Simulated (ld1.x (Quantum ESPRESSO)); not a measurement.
# A TM potential for hafnium, from input to tests

Aim: build the potential from the settings below, then test how well it stands in for the atom: other configurations, scattering, ghost states and the plane-wave cutoff that it needs.

Program: ld1.x (Quantum ESPRESSO) 7.5. Reference atom: PBE, scalar-relativistic, spherical and spin-unpolarised. All values are calculated.

## Step 1: The atom and the settings

The settings as typed:

```json
{
  "element": "hafnium (Hf, Z = 72)",
  "type": "norm-conserving Troullier–Martins (Kleinman–Bylander form)",
  "frozen core": "[Xe] 4f14",
  "valence charge": "4",
  "reference configuration": "5d2 6s0 6p0 (charge +2)",
  "partial waves": "6s (bound, empty): rc 2.90 bohr; 6p (bound, empty): rc 2.85 bohr; 5d (bound): rc 2.85 bohr",
  "local potential": "the d channel",
  "core correction": "Bessel-smoothed model core, default radius (core density twice the valence density)"
}
```

## Step 2: Generating the potential

Contents of Hf.in:

```
 &input
   title='Hf', zed=72., rel=1, dft='PBE', iswitch=3,
   config='[Xe] 4f14 5d2 6s0 6p0',
   nld=3, rlderiv=3.15, eminld=-3.0, emaxld=5.0, deld=0.02
 /
 &inputp
   pseudotype=2, tm=.true., lloc=2,
   nlcc=.true., new_core_ps=.true.,
   file_pseudopw='Hf.UPF', file_wfcaegen='ae.wfc', file_wfcncgen='nc.wfc', file_beta='beta', file_chi='chi'
 /
3
6S  1  0   0.00   0.00  2.90  2.90  0.0
6P  2  1   0.00   0.00  2.85  2.85  0.0
5D  3  2   2.00   0.00  2.85  2.85  0.0
 &test
   configts(1)='5d2 6s0 6p0'
 /
```

The run is started by

```sh
ld1.x < Hf.in > Hf.out
```

Output in Hf.out (without the banner and most projector matrices):

```text
     Program LD1 v.7.5
     --------------------------- All-electron run ----------------------------

     Hf
     scalar relativistic calculation

     atomic number is 72.00
     dft =PBE   lsd =0 sic =0 latt =0  beta=0.20 tr2=1.0E-14
     Exchange-correlation= PBE
                           (   1   4   3   4   0   0   0)
     mesh =1271 r(mesh) =  99.31870 a.u. xmin = -7.00 dx = 0.01250
     1 Ry =  13.60569312 eV, c = 137.03599908

     n l     nl                  e(Ry)          e(Ha)          e(eV)
     1 0     1S 1( 2.00)     -4799.7287     -2399.8643    -65303.6354
     2 0     2S 1( 2.00)      -821.7558      -410.8779    -11180.5569
     2 1     2P 1( 6.00)      -721.6263      -360.8131     -9818.2258
     3 0     3S 1( 2.00)      -188.0958       -94.0479     -2559.1733
     3 1     3P 1( 6.00)      -158.1875       -79.0937     -2152.2499
     4 0     4S 1( 2.00)       -38.7809       -19.3904      -527.6408
     4 1     4P 1( 6.00)       -28.9710       -14.4855      -394.1699
     3 2     3D 1(10.00)      -122.8118       -61.4059     -1670.9397
     5 0     5S 1( 2.00)        -6.0330        -3.0165       -82.0825
     5 1     5P 1( 6.00)        -3.7209        -1.8604       -50.6249
     4 2     4D 1(10.00)       -16.2989        -8.1494      -221.7578
     4 3     4F 1(14.00)        -2.3453        -1.1727       -31.9098
     5 2     5D 1( 2.00)        -1.2277        -0.6139       -16.7042
     6 0     6S 1( 0.00)        -1.2863        -0.6431       -17.5005
     6 1     6P 1( 0.00)        -0.8833        -0.4416       -12.0175

     final scf error:  9.8E-15 reached in  32 iterations

     Etot =  -30154.814543 Ry,  -15077.407272 Ha, -410277.152854 eV

     Ekin =   33044.944289 Ry,   16522.472144 Ha,  449599.371259 eV
     Encl =  -74319.241712 Ry,  -37159.620856 Ha,-1011164.795862 eV
     Eh   =   11733.957516 Ry,    5866.978758 Ha,  159648.625077 eV
     Exc  =    -614.474636 Ry,    -307.237318 Ha,   -8360.353327 eV

     normalization and overlap integrals

     s(1S/1S) =  1.000000  <r> =   0.0190  <r2> =    0.0005  r(max) =   0.0120
     s(2S/2S) =  1.000000  <r> =   0.0804  <r2> =    0.0076  r(max) =   0.0679
     s(2P/2P) =  1.000000  <r> =   0.0717  <r2> =    0.0063  r(max) =   0.0556
     s(3S/3S) =  1.000000  <r> =   0.2086  <r2> =    0.0498  r(max) =   0.1917
     s(3P/3P) =  1.000000  <r> =   0.2085  <r2> =    0.0504  r(max) =   0.1893
     s(4S/4S) =  1.000000  <r> =   0.4682  <r2> =    0.2475  r(max) =   0.4375
     s(4P/4P) =  1.000000  <r> =   0.4976  <r2> =    0.2818  r(max) =   0.4599
     s(3D/3D) =  1.000000  <r> =   0.1890  <r2> =    0.0419  r(max) =   0.1550
     s(5S/5S) =  1.000000  <r> =   1.1348  <r2> =    1.4489  r(max) =   1.0109
     s(5P/5P) =  1.000000  <r> =   1.3380  <r2> =    2.0332  r(max) =   1.1599
     s(4D/4D) =  1.000000  <r> =   0.5351  <r2> =    0.3323  r(max) =   0.4716
     s(4F/4F) =  1.000000  <r> =   0.6764  <r2> =    0.5923  r(max) =   0.4542
     s(5D/5D) =  1.000000  <r> =   2.1161  <r2> =    5.2847  r(max) =   1.6460
     s(6S/6S) =  1.000000  <r> =   3.0040  <r2> =   10.1069  r(max) =   2.6800
     s(6P/6P) =  1.000000  <r> =   3.7602  <r2> =   15.8319  r(max) =   3.3563

     ------------------------ End of All-electron run ------------------------

     --------------------- Generating NC pseudopotential ---------------------

      Generating local pot.: lloc=2, matching radius rcloc =   2.8500

      Computing core charge for nlcc:

       r > 2.04 : true rho core
      Core charge pseudized with two Bessel functions
      Integrated core pseudo-charge :  10.95

      Wfc   6S  rcut= 2.925  Using Troullier-Martins method

      Wfc   6P  rcut= 2.853  Using Troullier-Martins method

     ------------------- End of pseudopotential generation -------------------

     [... the all-electron block is printed once more ...]


     Computing logarithmic derivative in   3.13335
     Computing logarithmic derivative in   3.13335
     Computing the partial wave expansion
     R is outside the sphere for l=    0 j= 0.00
     R is outside the sphere for l=    1 j= 0.00
       no projector for channel:   2

     ---------------------- Testing the pseudopotential ----------------------

     Hf
     scalar relativistic calculation

     atomic number is 72.00   valence charge is  4.00
     dft =PBE   lsd =0 sic =0 latt =0  beta=0.20 tr2=1.0E-14
     mesh =1271 r(mesh) =  99.31870 xmin = -7.00 dx = 0.01250

     n l     nl             e AE (Ry)        e PS (Ry)    De AE-PS (Ry)
     3 2     5D   1( 2.00)       -1.22774       -1.22774        0.00000
     1 0     6S   1( 0.00)       -1.28626       -1.28627        0.00000
     2 1     6P   1( 0.00)       -0.88327       -0.88327       -0.00000

     eps = 1.2E-15  iter =  7

     Etot =  -30154.814543 Ry,  -15077.407272 Ha, -410277.152854 eV
     Etotps =   -18.284106 Ry,      -9.142053 Ha,    -248.767936 eV

     Ekin =       5.477245 Ry,       2.738622 Ha,      74.521709 eV
     Encl =      -9.403223 Ry,      -4.701612 Ha,    -127.937370 eV
     Ehrt =       1.704262 Ry,       0.852131 Ha,      23.187670 eV
     Ecxc =     -16.062390 Ry,      -8.031195 Ha,    -218.539946 eV
     (Ecc =     -14.204694 Ry,      -7.102347 Ha,    -193.264708 eV)

     ---------------------- End of pseudopotential test ----------------------
```

Run time: 3 s. Hardware: 1 thread of Neoverse-V1, shared host. This counts the later configuration tests of the new file too.

Partial waves on a coarse radial grid (AE all-electron, PS pseudo):

| r (bohr) | 5d AE | 5d PS |
| --- | --- | --- |
| 0.145 | 0.1819 | 0.0027 |
| 0.290 | -0.1861 | 0.0205 |
| 0.435 | -0.3012 | 0.0648 |
| 0.580 | -0.1399 | 0.1400 |
| 0.725 | 0.0984 | 0.2425 |
| 0.870 | 0.3159 | 0.3614 |
| 1.015 | 0.4840 | 0.4817 |
| 1.160 | 0.6015 | 0.5884 |
| 1.305 | 0.6759 | 0.6704 |
| 1.450 | 0.7166 | 0.7226 |
| 1.595 | 0.7319 | 0.7456 |
| 1.740 | 0.7287 | 0.7443 |
| 1.885 | 0.7123 | 0.7255 |
| 2.030 | 0.6869 | 0.6958 |
| 2.175 | 0.6554 | 0.6601 |
| 2.320 | 0.6202 | 0.6221 |
| 2.465 | 0.5828 | 0.5833 |
| 2.610 | 0.5445 | 0.5445 |
| 2.755 | 0.5062 | 0.5062 |
| 2.900 | 0.4685 | 0.4685 |
| 3.045 | 0.4320 | 0.4320 |
| 3.190 | 0.3970 | 0.3970 |
| 3.335 | 0.3637 | 0.3637 |
| 3.480 | 0.3322 | 0.3322 |
| 3.625 | 0.3026 | 0.3026 |
| 3.770 | 0.2750 | 0.2750 |

## Step 3: Testing the new file in other configurations

Contents of Hf.test.in:

```
 &input
   title='Hf', zed=72., rel=1, dft='PBE', iswitch=2,
   config='[Xe] 4f14 5d2 6s0 6p0'
 /
 &test
   file_pseudo='Hf.UPF', nconf=8,
   configts(1)='5d2 6s0 6p0',
   configts(2)='5d2 6s2 6p0',
   configts(3)='5d2 6s1 6p0',
   configts(4)='5d1 6s0 6p0',
   configts(5)='5d3 6s0 6p0',
   configts(6)='5d2 6s0 6p2',
   configts(7)='5d1 6s2 6p0',
   configts(8)='5d2 6s1.5 6p0'
 /
```

The run is started by

```sh
ld1.x < Hf.test.in > Hf.test.out
```

Hf.test.out, the pseudopotential blocks, each with the warnings that came before it:

```text
     ---------------------- Testing the pseudopotential ----------------------

     Hf
     scalar relativistic calculation

     atomic number is 72.00   valence charge is  4.00
     dft =PBE   lsd =0 sic =0 latt =0  beta=0.20 tr2=1.0E-14
     mesh =1271 r(mesh) =  99.31870 xmin = -7.00 dx = 0.01250

     n l     nl             e AE (Ry)        e PS (Ry)    De AE-PS (Ry)
     3 2     5D   1( 2.00)       -1.22774       -1.22774        0.00000
     1 0     6S   1( 0.00)       -1.28626       -1.28627        0.00000
     2 1     6P   1( 0.00)       -0.88327       -0.88327       -0.00000

     eps = 1.2E-15  iter =  7

     Etot =  -30154.814546 Ry,  -15077.407273 Ha, -410277.152887 eV
     Etotps =   -18.284106 Ry,      -9.142053 Ha,    -248.767936 eV

     Ekin =       5.477245 Ry,       2.738622 Ha,      74.521709 eV
     Encl =      -9.403223 Ry,      -4.701612 Ha,    -127.937370 eV
     Ehrt =       1.704262 Ry,       0.852131 Ha,      23.187670 eV
     Ecxc =     -16.062390 Ry,      -8.031195 Ha,    -218.539946 eV
     (Ecc =     -14.204694 Ry,      -7.102347 Ha,    -193.264708 eV)

     ---------------------- End of pseudopotential test ----------------------

     Warning: n=2, l=1 expected 0 nodes, found 1
     ---------------------- Testing the pseudopotential ----------------------

     Hf
     [...]
     n l     nl             e AE (Ry)        e PS (Ry)    De AE-PS (Ry)
     3 2     5D   1( 2.00)       -0.19761       -0.19681       -0.00081
     1 0     6S   1( 2.00)       -0.37544       -0.37391       -0.00154
     2 1     6P   1( 0.00)       -0.10262       -0.10262        0.00000

     eps = 4.5E-15  iter = 26

     Etot =  -30156.442974 Ry,  -15078.221487 Ha, -410299.308785 eV
     Etotps =   -19.910309 Ry,      -9.955154 Ha,    -270.893553 eV
     dEtot_ae =      -1.628428 Ry
     dEtot_ps =      -1.626203 Ry,   Delta E=      -0.002226 Ry

     [...]
     ---------------------- End of pseudopotential test ----------------------

     ---------------------- Testing the pseudopotential ----------------------

     Hf
     [...]
     n l     nl             e AE (Ry)        e PS (Ry)    De AE-PS (Ry)
     3 2     5D   1( 2.00)       -0.67663       -0.67467       -0.00196
     1 0     6S   1( 1.00)       -0.80664       -0.80493       -0.00171
     2 1     6P   1( 0.00)       -0.46737       -0.46737        0.00000

     eps = 5.3E-15  iter =  9

     Etot =  -30155.856735 Ry,  -15077.928367 Ha, -410291.332597 eV
     Etotps =   -19.325541 Ry,      -9.662771 Ha,    -262.937381 eV
     dEtot_ae =      -1.042189 Ry
     dEtot_ps =      -1.041435 Ry,   Delta E=      -0.000754 Ry

     [...]
     ---------------------- End of pseudopotential test ----------------------

     ---------------------- Testing the pseudopotential ----------------------

     Hf
     [...]
     n l     nl             e AE (Ry)        e PS (Ry)    De AE-PS (Ry)
     3 2     5D   1( 1.00)       -1.99375       -2.02163        0.02788  !
     1 0     6S   1( 0.00)       -1.90796       -1.91593        0.00796  !
     2 1     6P   1( 0.00)       -1.41859       -1.77140        0.35281  !

     eps = 4.3E-16  iter =  7

     Etot =  -30153.212710 Ry,  -15076.606355 Ha, -410255.358809 eV
     Etotps =   -16.669754 Ry,      -8.334877 Ha,    -226.803559 eV
     dEtot_ae =       1.601835 Ry
     dEtot_ps =       1.614352 Ry,   Delta E=      -0.012517 Ry

     [...]
     ---------------------- End of pseudopotential test ----------------------

     ---------------------- Testing the pseudopotential ----------------------

     Hf
     [...]
     n l     nl             e AE (Ry)        e PS (Ry)    De AE-PS (Ry)
     3 2     5D   1( 3.00)       -0.58497       -0.57785       -0.00713  !
     1 0     6S   1( 0.00)       -0.75012       -0.75013        0.00001
     2 1     6P   1( 0.00)       -0.43199       -0.43199        0.00000

     eps = 3.9E-16  iter =  9

     Etot =  -30155.708766 Ry,  -15077.854383 Ha, -410289.319378 eV
     Etotps =   -19.173132 Ry,      -9.586566 Ha,    -260.863752 eV
     dEtot_ae =      -0.894221 Ry
     dEtot_ps =      -0.889026 Ry,   Delta E=      -0.005194 Ry

     [...]
     ---------------------- End of pseudopotential test ----------------------

     BEWARE! Errors in PS-KS equations
     Warning: n=1, l=0 expected 0 nodes, found 1
     Warning: n=3, l=2 expected 0 nodes, found 1
     ---------------------- Testing the pseudopotential ----------------------

     Hf
     [...]
     n l     nl             e AE (Ry)        e PS (Ry)    De AE-PS (Ry)
     3 2     5D   1( 2.00)       -0.36405       -1.22774        0.86369  !
     1 0     6S   1( 0.00)       -0.49686       -0.49686        0.00000
     2 1     6P   1( 2.00)       -0.19323       -0.19323        0.00000

     eps = 6.1E-15  iter = 21

     Etot =  -30155.865133 Ry,  -15077.932567 Ha, -410291.446864 eV
     Etotps =   -18.670568 Ry,      -9.335284 Ha,    -254.026015 eV
     dEtot_ae =      -1.050588 Ry
     dEtot_ps =      -0.386462 Ry,   Delta E=      -0.664126 Ry

     [...]
     ---------------------- End of pseudopotential test ----------------------

     ---------------------- Testing the pseudopotential ----------------------

     Hf
     [...]
     n l     nl             e AE (Ry)        e PS (Ry)    De AE-PS (Ry)
     3 2     5D   1( 1.00)       -0.78464       -0.79715        0.01252  !
     1 0     6S   1( 2.00)       -0.87102       -0.87027       -0.00075
     2 1     6P   1( 0.00)       -0.50801       -0.50801        0.00000

     eps = 5.4E-15  iter = 13

     Etot =  -30155.965354 Ry,  -15077.982677 Ha, -410292.810441 eV
     Etotps =   -19.428583 Ry,      -9.714292 Ha,    -264.339339 eV
     dEtot_ae =      -1.150809 Ry
     dEtot_ps =      -1.144477 Ry,   Delta E=      -0.006332 Ry

     [...]
     ---------------------- End of pseudopotential test ----------------------

     ---------------------- Testing the pseudopotential ----------------------

     Hf
     [...]
     n l     nl             e AE (Ry)        e PS (Ry)    De AE-PS (Ry)
     3 2     5D   1( 2.00)       -0.42688       -0.42526       -0.00162
     1 0     6S   1( 1.50)       -0.58420       -0.58246       -0.00173
     2 1     6P   1( 0.00)       -0.27724       -0.27724        0.00000

     eps = 5.2E-16  iter = 14

     Etot =  -30156.203808 Ry,  -15078.101904 Ha, -410296.054760 eV
     Etotps =   -19.671867 Ry,      -9.835933 Ha,    -267.649380 eV
     dEtot_ae =      -1.389262 Ry
     dEtot_ps =      -1.387761 Ry,   Delta E=      -0.001501 Ry

     [...]
     ---------------------- End of pseudopotential test ----------------------
```

1 test gave no usable energy difference (5d2 6s0 6p2).

The tests as a table, with energies relative to 5d2 6s0 6p0. A star marks tests that logged a warning. The frozen-core shift comes from a second all-electron run, not shown, with the core orbitals held at their reference shape; it is that run's ΔE less the relaxed one.

```tsv
valence configuration	charge	ΔE all-electron (eV)	error AE − PS (meV)	frozen-core shift (meV)
5d2 6s2 6p0 *	0	-22.156	-30	+13
5d2 6s1 6p0	+1	-14.180	-10	+6.6
5d1 6s0 6p0	+3	21.794	-170	+198
5d3 6s0 6p0	+1	-12.166	-71	+72
5d1 6s2 6p0	+1	-15.658	-86	+17
5d2 6s1.5 6p0	+0.5	-18.902	-20	+11
```

## Step 4: Logarithmic derivatives

Taken from the files of the generation run. The phase is arctan(r·u′/u) with u = r·R, unwrapped, with energies in Ry. A pole is an energy at which the radial function vanishes at the test radius. The pseudo phase is shifted by a multiple of π to meet the all-electron one at the reference energy. Levels narrower than the energy grid can be missing from the poles. The last column is the largest difference on the grid between −1 and +1 Ry.

| channel | radius (bohr) | reference (Ry) | poles AE | poles PS | window around the reference with phases within 0.05 rad (Ry) | largest difference near zero (rad) |
| --- | --- | --- | --- | --- | --- | --- |
| s | 3.13 | -1.29 | 0.03 | -2.99, 0.01, 4.56 | -2.9 to 1.5 | 0.013 |
| p | 3.13 | -0.88 | 1.26 | -0.80, 1.52 | below -0.8 | 3.107 |
| d | 3.13 | -1.23 | -0.89, 3.46 | -0.89, 3.61 | below 0.5 | 0.173 |

Phases (rad) along the scan:

| E (Ry) | p AE | p PS | s AE | s PS |
| --- | --- | --- | --- | --- |
| -3.00 | 1.346 | 1.319 | 1.280 | 3.310 |
| -2.52 | 1.299 | 1.276 | 1.200 | 1.206 |
| -2.04 | 1.230 | 1.207 | 1.013 | 1.016 |
| -1.56 | 1.099 | 1.073 | 0.263 | 0.264 |
| -1.08 | 0.739 | 0.720 | -1.081 | -1.081 |
| -0.60 | -0.444 | -3.466 | -1.421 | -1.421 |
| -0.12 | -1.197 | -4.263 | -1.544 | -1.547 |
| 0.36 | -1.415 | -4.511 | -1.618 | -1.623 |
| 0.84 | -1.515 | -4.622 | -1.678 | -1.691 |
| 1.32 | -1.578 | -4.690 | -1.744 | -1.776 |
| 1.80 | -1.628 | -4.742 | -1.840 | -1.941 |
| 2.28 | -1.677 | -4.791 | -2.038 | -2.608 |
| 2.76 | -1.736 | -4.851 | -2.722 | -4.158 |
| 3.24 | -1.828 | -4.946 | -4.002 | -4.500 |
| 3.72 | -2.029 | -5.195 | -4.392 | -4.614 |
| 4.20 | -2.782 | -6.516 | -4.527 | -4.677 |
| 4.68 | -4.069 | -7.487 | -4.596 | -4.723 |

## Step 5: Plane-wave convergence, by spherical Bessel functions

This step uses the generator's waves and projectors in a separate script. Basis: spherical Bessel functions vanishing at 20 bohr, q² up to the cutoff; potential fixed at the reference.

All-electron valence levels (Ry): 6s -1.2863, 6p -0.8833, 5d -1.2277. The lowest levels of each channel (Ry) by cutoff; the last column sums, over occupied levels, occupation times the distance from the level at 400 Ry. A positive value at high cutoff is not a bound level.

```
cutoff (Ry)     s #1     s #2     p #1     d #1     f #1  Σ f·Δε (mRy)
          8  -2.1930  -1.2799  -0.8821  -1.0499  -0.3207         355.6
         12  -2.8357  -1.2852  -0.8825  -1.1732  -0.3222         109.2
         15  -2.9449  -1.2859  -0.8829  -1.2041  -0.3228          47.3
         18  -2.9888  -1.2861  -0.8830  -1.2233  -0.3231           9.0
         21  -2.9915  -1.2861  -0.8831  -1.2267  -0.3231           2.0
         25  -2.9916  -1.2862  -0.8832  -1.2276  -0.3232           0.3
         35  -2.9931  -1.2862  -0.8832  -1.2277  -0.3232           0.1
        400  -2.9933  -1.2863  -0.8833  -1.2277  -0.3232           0.0
```

The sum stays within 10 mRy from 18 Ry and within 1 mRy from 25 Ry. The sum leaves out empty levels, which can need more. Ghost test: ghost state, bound below the all-electron valence or empty levels of the same l: s at -40.7 eV.

## Step 6: What came out

```
                                                quantity                                        value
               cutoffs for 10 and 1 mRy, occupied levels                              18 Ry and 25 Ry
                                            bound ghosts                               s at -40.73 eV
                            largest test error (AE − PS)  -170 meV, for 5d1 6s0 6p0 (1 test unsolved)
largest phase difference near zero energy, channels read                                    3.107 rad
```

What this shows: It has a bound ghost (s), a state that the atom doesn't have, and that rules the file out. By total energies transferability is poor: the largest error is 170 meV on 21.8 eV, for 5d1 6s0 6p0. Freezing the core accounts for most of it. Of the tests 1 gave no usable energy difference, which is a warning in itself. It counts as soft on the atom at that tolerance, with 18 Ry needed at the looser tolerance. Of the channels read, p scatters worst near zero energy, by up to 3.11 rad. A step near π is an extra or missing state, not a misfit of shape. The pseudo curves have poles with no partner nearby in the atom's: s at -2.99 Ry, p at -0.80 Ry.
